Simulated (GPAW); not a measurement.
# SnIr3 (P6_3/mmc) in GPAW: band structure with LDA

Aim: the band structure of SnIr3 with LDA.

All numbers are computed with GPAW 26.7.0; they aren't measurements. Logs are shortened: lines on timing, memory, paths and dates and some standing lists are left out, and cuts for length are marked. The log counts tension as positive stress, the text compression.

## Step 1: The structure

It takes space group P6_3/mmc (No. 194, hexagonal). The conventional cell has a = 5.686 Å, b = 5.686 Å, c = 4.538 Å, α = 90.00°, β = 90.00°, γ = 120.00°. Ir (site symmetry mm2) is surrounded by 8 Ir at 2.78 to 2.91 Å and 4 Sn at 2.82 to 2.84 Å. Sn (site symmetry -6m2) is surrounded by 12 Ir at 2.82 to 2.84 Å.

The cell comes from a database or a generator and needn't be the stable form of this composition.

## Step 2: Band structure, LDA

Input file run.py:

```python
from ase import Atoms
from ase.dft.bandgap import bandgap
from ase.io import write
from ase.units import GPa
from gpaw import GPAW, PW

atoms = Atoms(['Ir', 'Ir', 'Ir', 'Ir', 'Ir', 'Ir', 'Sn', 'Sn'],
              cell=[[5.6860302483, 0.0, 0.0],
                    [-2.8430151241, 4.9242466417, 0.0],
                    [0.0, 0.0, 4.537938]],
              scaled_positions=[[0.162791005, 0.32558201, 0.25],
                                [0.162791005, 0.837208995, 0.25],
                                [0.67441799, 0.837208995, 0.25],
                                [0.837208995, 0.67441799, 0.75],
                                [0.837208995, 0.162791005, 0.75],
                                [0.32558201, 0.162791005, 0.75],
                                [0.3333333333, 0.6666666667, 0.75],
                                [0.6666666667, 0.3333333333, 0.25]],
              pbc=True)

calc = GPAW(mode=PW(600),
            xc='LDA',
            kpts={'size': (4, 4, 4), 'gamma': True},
            occupations={'name': 'fermi-dirac', 'width': 0.05},
            nbands=95,
            convergence={'density': 1e-05, 'energy': 1e-05},
            maxiter=150,
            txt='gpaw.txt')
atoms.calc = calc
energy = atoms.get_potential_energy()
forces = atoms.get_forces()
stress = atoms.get_stress()
calc.write('gs.gpw')
write('result.traj', atoms)
print(f'Energy: {energy:.6f} eV')
print('Forces (eV/A):')
print(forces.round(4))
print('Stress (GPa):', (stress / GPa).round(3))
print('Fermi level:', round(calc.get_fermi_level(), 4), 'eV')
print(f'Gap: {bandgap(calc)[0]:.4f} eV, direct: {bandgap(calc, direct=True)[0]:.4f} eV')

path = atoms.cell.bandpath('GMKGALHA,LM,KH', npoints=60, eps=1e-4)
bs_calc = calc.fixed_density(kpts=path, symmetry='off', nbands=130,
                             convergence={'bands': 'CBM+6.0', 'eigenstates': 1e-6}, txt='bands.txt')
bs = bs_calc.band_structure()
bs.write('bs.json')
print(f'Gap on the path: {bandgap(bs_calc)[0]:.4f} eV')
```

Potentials or basis: the program's PAW data sets (release 1.2.1) made for this functional, pw.

Launch:

```sh
$ OMP_NUM_THREADS=1 python run.py
```

gpaw.txt:

```text
__  _  _
 | _ |_)|_||  |
 |__||  | ||/\| - 26.7.0

Input parameters:
  mode=PW(ecut=600.0),
  convergence={'density': 1e-05, 'energy': 1e-05},
  kpts=MonkhorstPack(size=(4, 4, 4), gamma=True),
  maxiter=150,
  nbands=95,
  occupations=Occupations(name='fermi-dirac', width=0.05),
  xc=XC(name='LDA')

Diagonalizing LCAO Hamiltonian
Converting LCAO to pw mode

            Sn     Ir
              Ir     Ir

         Ir     Ir
           Ir     Sn

Atoms  # Å, Bohr magnetons
|   | symbol |         x |        y |        z |    initial magnetic moments |
|---|--------|-----------|----------|----------|-----------------------------|
| 0 |     Ir |  0.000000 | 1.603246 | 1.134484 | ( 0.0000,  0.0000,  0.0000) |
| 1 |     Ir | -1.454563 | 4.122624 | 1.134484 | ( 0.0000,  0.0000,  0.0000) |
| 2 |     Ir |  1.454563 | 4.122624 | 1.134484 | ( 0.0000,  0.0000,  0.0000) |
| 3 |     Ir |  2.843015 | 3.321001 | 3.403453 | ( 0.0000,  0.0000,  0.0000) |
| 4 |     Ir |  4.297578 | 0.801623 | 3.403453 | ( 0.0000,  0.0000,  0.0000) |
| 5 |     Ir |  1.388452 | 0.801623 | 3.403453 | ( 0.0000,  0.0000,  0.0000) |
| 6 |     Sn | -0.000000 | 3.282831 | 3.403453 | ( 0.0000,  0.0000,  0.0000) |
| 7 |     Sn |  2.843015 | 1.641416 | 1.134484 | ( 0.0000,  0.0000,  0.0000) |

Unit cell  # Å
| periodic |         x |        y |        z |  lengths |     angles |
|----------|-----------|----------|----------|----------|------------|
|      yes |  5.686030 | 0.000000 | 0.000000 | 5.686030 |  90.000000 |
|      yes | -2.843015 | 4.924247 | 0.000000 | 5.686030 |  90.000000 |
|      yes |  0.000000 | 0.000000 | 4.537938 | 4.537938 | 120.000000 |

Number of symmetries: 12
Symmetry operations  # r_c * U_cc + t_c -> r_c
|    | kind |            matrix            |
|----|------|------------------------------|
|  0 |  σ   |  1, 1, 0,  0,-1, 0,  0, 0, 1 |
|  1 |  S6  |  1, 1, 0, -1, 0, 0,  0, 0,-1 |
|  2 |  E   |  1, 0, 0,  0, 1, 0,  0, 0, 1 |
|  3 |  C2  |  1, 0, 0, -1,-1, 0,  0, 0,-1 |
|  4 |  C2  |  0, 1, 0,  1, 0, 0,  0, 0,-1 |
|  5 |  C3  |  0, 1, 0, -1,-1, 0,  0, 0, 1 |
|  6 |  S6  |  0,-1, 0,  1, 1, 0,  0, 0,-1 |
|  7 |  σ   |  0,-1, 0, -1, 0, 0,  0, 0, 1 |
|  8 |  σ   | -1, 0, 0,  1, 1, 0,  0, 0, 1 |
|  9 |  i   | -1, 0, 0,  0,-1, 0,  0, 0,-1 |
| 10 |  C3  | -1,-1, 0,  1, 0, 0,  0, 0, 1 |
| 11 |  C2  | -1,-1, 0,  0, 1, 0,  0, 0,-1 |

BZ-sampling:
  Number of BZ points: 64
  Number of IBZ points: 13

  Monkhorst-Pack size: [4, 4, 4]
  Monkhorst-Pack shift: [0.125, 0.125, 0.125]

K-points  # in reciprocal-cell coordinates
|     |                                coordinates |     weight |
|-----|--------------------------------------------|------------|
|   0 | (  0.00000000,   0.00000000,   0.00000000) | 0.01562500 |
|   1 | (  0.00000000,   0.00000000,   0.25000000) | 0.03125000 |
|   2 | (  0.00000000,   0.00000000,   0.50000000) | 0.01562500 |
|   3 | (  0.25000000,   0.00000000,  -0.25000000) | 0.09375000 |
|   4 | (  0.25000000,   0.00000000,   0.00000000) | 0.09375000 |
|   5 | (  0.25000000,   0.00000000,   0.25000000) | 0.09375000 |
|   6 | (  0.25000000,   0.00000000,   0.50000000) | 0.09375000 |
|   7 | (  0.50000000,   0.25000000,   0.00000000) | 0.09375000 |
|   8 | (  0.50000000,   0.25000000,   0.25000000) | 0.18750000 |
|   9 | (  0.50000000,   0.25000000,   0.50000000) | 0.09375000 |
| ... |                                            |            |
|  12 | (  0.50000000,   0.50000000,   0.50000000) | 0.04687500 |

Plane wave coefficients: 4303
Cutoff: 600.0 eV

Spin-components: 1 (collinear spins)
Bands:           95
Projectors:      48
Spin-degeneracy: 2
Datatype:        complex128

Parallelization:
  kpt:    1
  domain: 1
  band:   1

Density:
  Valence electrons: 118.0
  Components: 1
  Grid points: [35 35 27]
  Charge: 0.0  # |e|

Potential:
  Grid points: [35 35 27]

species:
  Ir:
    name:    Iridium
    Z:       77.0
    valence: 15
    core:    62
    charge:  0.0  # [|e|]
    compensation charges:
      type: gauss
      rc: 0.40  # [Å]
      lmax: 2
    cutoffs:
      filter: 2.40  # [Å]
      core: 2.36  # [Å]
    projectors
    | kind |    occ | energy [eV] | rcut [Å] |
    |------|--------|-------------|----------|
    |   6s |  2.000 |      -6.559 |    1.296 |
    |   5p |  6.000 |     -54.966 |    1.328 |
    |   6p |  0.000 |      -1.355 |    1.328 |
    |   5d |  7.000 |      -7.377 |    1.286 |
    |    s |        |      20.652 |    1.296 |
    |    d |        |      19.835 |    1.286 |

    Using partial waves for Ir as LCAO basis

  Sn:
    name:    Tin
    Z:       50.0
    valence: 14
    core:    36
    charge:  0.0  # [|e|]
    compensation charges:
      type: gauss
      rc: 0.38  # [Å]
      lmax: 2
    cutoffs:
      filter: 2.23  # [Å]
      core: 2.35  # [Å]
    projectors
    | kind |    occ | energy [eV] | rcut [Å] |
    |------|--------|-------------|----------|
    |   5s |  2.000 |     -10.799 |    1.201 |
    |   5p |  2.000 |      -3.869 |    1.270 |
    |   4d | 10.000 |     -25.910 |    1.185 |
    |    s |        |      16.413 |    1.201 |
    |    p |        |      23.342 |    1.270 |
    |    d |        |       1.302 |    1.185 |

    Using partial waves for Sn as LCAO basis

Reference energy: -3241004.601392  # eV

eigensolver:
  PPCG
  Converge bands: occupied
  niter=2

density mixing:
  MSR1-Mixer
  Pratt-step length: 0.05
  Maximum mixing coefficient: 0.75
  Old densities: 10
  SVD Regularization: 0.005
  Good broyden scale: 1.0
  Trust region scale: 1.0
  Backstep threshold: 4.0
  History deletion threshold: 6.0
  Fourier metric: weight=20.0, sigma=0.015

occupation numbers:
  Fermi-Dirac:
    width: 0.0500  # eV

poisson solver:
  ecut: 4800.0  # eV

xc functional:
  name: None

convergence criteria:
- Maximum integral of absolute [dens]ity change: 1e-05 electrons / valence electron
- Maximum [total energy] change in last 3 cyles: 1e-05 eV / valence electron
- Maximum integral of absolute [eigenst]ate change: 4e-08 eV^2 / valence electron
maximum number of iterations: 150

SCF iterations
|iter     | |      energy | eigst |  dens |
|---------|-|-------------|-------|-------|
|iter:   1| |  -73.973524 | +0.42 |       |
|iter:   2| |  -74.129348 | -1.60 | -1.56 |
|iter:   3| |  -73.802511 | -2.15 | -1.58 |
|iter:   4| |  -73.807034 | -2.57 | -1.81 |
|iter:   5| |  -73.735311 | -2.69 | -1.93 |
|iter:   6| |  -73.731553 | -3.51 | -2.49 |
|iter:   7| |  -73.731355 | -4.50 | -2.99 |
|iter:   8| |  -73.731384c| -5.16 | -3.49 |
|iter:   9| |  -73.731382c| -6.47 | -4.36 |
|iter:  10| |  -73.731387c| -7.23 | -4.66 |
|iter:  11| |  -73.731387c| -7.75c| -5.55c|

Converged in 11 steps
Energy contributions relative to reference atoms: (reference = -3241004.601392)

Energy contributions:
  Kinetic:          14.560631
  Coulomb:          -6.782069
  Zero:             -1.866791
  External:          0.000000
  Xc:              -79.615568
  Entropy:          -0.055180
  Spinorbit:         0.000000
  ----------------------------
  Free energy:     -73.758977
  Extrapolated:    -73.731387

dipole moment: (0.000008, 0.000014, 0.000013)  # |e|*Ang

Fermi level: 12.475
Eigenvalues  # (at kpt = [0.000, 0.000, 0.000])
| band index |      eig [eV] | occ [0-2] |
|------------|---------------|-----------|
|          0 |       -36.690 |     2.000 |
|        ... |               |           |
|         50 |        11.283 |     2.000 |
|         51 |        11.493 |     2.000 |
|         52 |        11.493 |     2.000 |
|         53 |        11.810 |     2.000 |
|         54 |        11.811 |     2.000 |
|         55 |        12.004 |     2.000 |
[... 8 lines left out ...]
|         64 |        14.629 |     0.000 |
|         65 |        14.629 |     0.000 |
|        ... |               |           |
|         94 |        31.623 |     0.000 |

No gap
No difference between direct/indirect transitions

Forces  # eV/Ang
|        x |        y |        z |
|----------|----------|----------|
| -0.00000 | -0.18742 |  0.00007 |  # Ir   0
| -0.16231 |  0.09371 |  0.00007 |  # Ir   1
|  0.16231 |  0.09371 |  0.00007 |  # Ir   2
|  0.00000 |  0.18742 | -0.00007 |  # Ir   3
|  0.16231 | -0.09371 | -0.00007 |  # Ir   4
| -0.16231 | -0.09371 | -0.00007 |  # Ir   5
| -0.00000 |  0.00000 | -0.00005 |  # Sn   6
|  0.00000 |  0.00000 |  0.00005 |  # Sn   7

Stress tensor  # eV/Ang^3
|         x |         y |         z |
|-----------|-----------|-----------|
|  0.090356 | -0.000000 |  0.000000 |
| -0.000000 |  0.090356 | -0.000000 |
|  0.000000 | -0.000000 |  0.093977 |

# Writing to gs.gpw (mode='')
```

It took 11 min on 1 thread of Arm Neoverse V2, shared host; peak memory 1 GiB.

Results:

```
Free energy             : -73.7590 eV
Pressure                : -14.7 GPa
Largest force           : 0.187 eV/Å
Band gap along the path : none (metal or under the smearing width)
```

Forces in eV/Å, atoms in the order of the input:
```
Ir   0.000 -0.187  0.000
Ir  -0.162  0.094  0.000
Ir   0.162  0.094  0.000
Ir   0.000  0.187  0.000
Ir   0.162 -0.094  0.000
Ir  -0.162 -0.094  0.000
Sn   0.000  0.000  0.000
Sn   0.000  0.000  0.000
```

Levels at the corners of the path, in eV from the Fermi level:
```tsv
point	band 57	band 58	band 59	band 60	band 61	band 62
Γ	-0.47	-0.31	0.60	0.91	1.30	1.31
M	-0.64	-0.62	-0.48	0.64	1.05	1.81
K	-0.69	-0.69	-0.28	-0.28	1.00	1.75
Γ	-0.47	-0.31	0.60	0.91	1.30	1.31
A	-0.38	-0.38	-0.12	-0.12	1.12	1.12
L	-0.39	-0.39	-0.14	-0.14	0.62	0.62
H	-0.48	-0.48	-0.26	-0.26	0.46	0.46
A	-0.38	-0.38	-0.12	-0.12	1.12	1.12
L	-0.39	-0.39	-0.14	-0.14	0.62	0.62
M	-0.64	-0.62	-0.48	0.64	1.05	1.81
K	-0.69	-0.69	-0.28	-0.28	1.00	1.75
H	-0.48	-0.48	-0.26	-0.26	0.46	0.46
```

Caveat: spin-orbit coupling is left out, which moves the levels of the heavy elements.
